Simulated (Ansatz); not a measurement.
# UCAM-B3LYP/def2-TZVPP (core potential) run of SnH2F (SMILES [F][SnH2])

What is the vertical ionisation energy of SnH2F at UCAM-B3LYP/def2-TZVPP (core potential)? 

The results are computed with Ansatz 0.2.0.

36 further runs of the same task are left out: 36 set aside as unsound or not needed.

### 1 The molecule

SnH2F has 4 atoms, charge 0, and is taken as a doublet. As SMILES, `[F][SnH2]`. The shape is that of a PBE0-D4/def2-TZVP optimisation.

Bond lengths: F1–Sn2 1.932 Å, Sn2–H3 1.726 Å, Sn2–H4 1.726 Å. Angles: F1–Sn2–H3 103.3°, F1–Sn2–H4 103.3°, H3–Sn2–H4 113.3°.

### 2 A single-point energy at UCAM-B3LYP/def2-TZVPP (core potential)

input.yaml

```yaml
crystal:
  periodic: [false, false, false]
  atoms:
    - {symbol: F, position_ang: [-1.552600, -0.190000, 0.640700]}
    - {symbol: Sn, position_ang: [0.028300, -0.242200, -0.468300]}
    - {symbol: H, position_ang: [1.184100, -1.054400, 0.524100]}
    - {symbol: H, position_ang: [0.395700, 1.426200, -0.716700]}
basis:
  gaussian:
    orbitals: def2-TZVPP
hamiltonian:
  xc: {name: CAM-B3LYP}
magnetization:
  spin_polarized: true
  initial_magnetization: 1
output: {orbitals: {seedname: orbitals}}
accuracy: high
```

The run is started by

```sh
$ ansatz run input.yaml --threads 1 --pin off --max-ram 3480MiB --events-out events.jsonl --progress --plain --runs-dir runs
```

Log:

```text
Warning: RAYON_NUM_THREADS=1 ignored (pool sized by the plan → 1); use --threads N
Functional definition: CAM-B3LYP
  name "CAM-B3LYP"
  parameter alpha = 0.19
  parameter beta = 0.46
  parameter omega = 0.33/bohr
  parameter ac = 0.81
  exchange = (1 - alpha - beta)*b88_x + beta*b88_x_sr(omega) + alpha*exact_x + beta*exact_x_lr(omega)
  correlation = (1 - ac)*vwn5_c + ac*lyp_c
1918 factors; integrals over basis functions are off by at most 3.5e-9 eV
356 factors; integrals over basis functions are off by at most 2.2e-9 eV
mean field evaluation 1: about -8578.0388 eV, gradient 2.9e1 eV
mean field evaluation 2: about -8572.4894 eV, gradient 5.4e1 eV
mean field evaluation 4: about -8580.6547 eV, gradient 9.4e-1 eV
mean field evaluation 8: about -8580.6918 eV, gradient 8.4e-2 eV
mean field evaluation 16: about -8580.6919 eV, gradient 1.2e-4 eV
mean field -8580.69191627 eV, -315.3346117212 hartree, gradient 3.4e-8 eV, S^2 0.753359; 0 other end points of the search recorded, 0 dependent functions left out
reference -8580.69193329 eV, -315.3346123466 hartree; 17, 16 occupied and 92, 93 virtual orbitals, 1918 factors
Total energy: -8580.69193329 eV, -315.3346123466 hartree
```

It took 13 s on 1 thread of Arm Neoverse V1, shared host; peak memory 0.45 GiB.

### 3 The singlet cation, same level

run.yaml

```yaml
crystal:
  periodic: [false, false, false]
  atoms:
    - symbol: F
      position_ang: [-1.552600, -0.190000, 0.640700]
    - symbol: Sn
      position_ang: [0.028300, -0.242200, -0.468300]
    - symbol: H
      position_ang: [1.184100, -1.054400, 0.524100]
    - symbol: H
      position_ang: [0.395700, 1.426200, -0.716700]
basis:
  gaussian: {orbitals: def2-TZVPP}
total_charge: 1
hamiltonian: {xc: {name: CAM-B3LYP}}
accuracy: high
output: {orbitals: {seedname: orbitals}}
```

The run is started by

```sh
$ ansatz run run.yaml --threads 1 --pin off --max-ram 3480MiB --events-out events.jsonl --progress --plain --runs-dir runs
```

Log:

```text
Warning: RAYON_NUM_THREADS=1 ignored (pool sized by the plan → 1); use --threads N
[... 8 set-up lines as earlier in the session ...]
1918 factors; integrals over basis functions are off by at most 3.5e-9 eV
356 factors; integrals over basis functions are off by at most 2.2e-9 eV
mean field evaluation 1: about -8557.7733 eV, gradient 9.7e1 eV
mean field evaluation 2: about -8380.2613 eV, gradient 2.6e2 eV
mean field evaluation 4: about -8571.4589 eV, gradient 6.4e0 eV
mean field evaluation 8: about -8571.5131 eV, gradient 2.8e-1 eV
mean field evaluation 16: about -8571.5132 eV, gradient 4.2e-5 eV
mean field -8571.51318002 eV, -314.9972993854 hartree, gradient 9.6e-8 eV, S^2 0.000000; 0 other end points of the search recorded, 0 dependent functions left out
reference -8571.51319677 eV, -314.9973000011 hartree; 16, 16 occupied and 93, 93 virtual orbitals, 1918 factors
Total energy: -8571.51319677 eV, -314.9973000011 hartree
```

Run time: 7.2 s. Hardware: 1 thread of Arm Neoverse V1, shared host; peak memory 0.33 GiB.

### 4 Outcome

Level: UCAM-B3LYP/def2-TZVPP (core potential).

| quantity | value |
| --- | --- |
| doublet SnH2F: total energy | -315.33461 Eh |
| doublet SnH2F: HOMO energy (highest over α and β) | -7.96 eV |
| doublet SnH2F: LUMO energy (lowest over α and β) | -2.75 eV |
| doublet SnH2F: ⟨S²⟩ | 0.753 |
| singlet cation: total energy | -314.99730 Eh |
| singlet cation: HOMO energy | -17.42 eV |
| singlet cation: LUMO energy | -10.39 eV |
| singlet cation: HOMO–LUMO gap | 7.03 eV |
| vertical ionisation energy (to the singlet cation) | 9.179 eV |

Removing an electron at fixed nuclei costs 9.18 eV (212 kcal/mol). Only the singlet of the ionised species was computed; a triplet could lie lower.
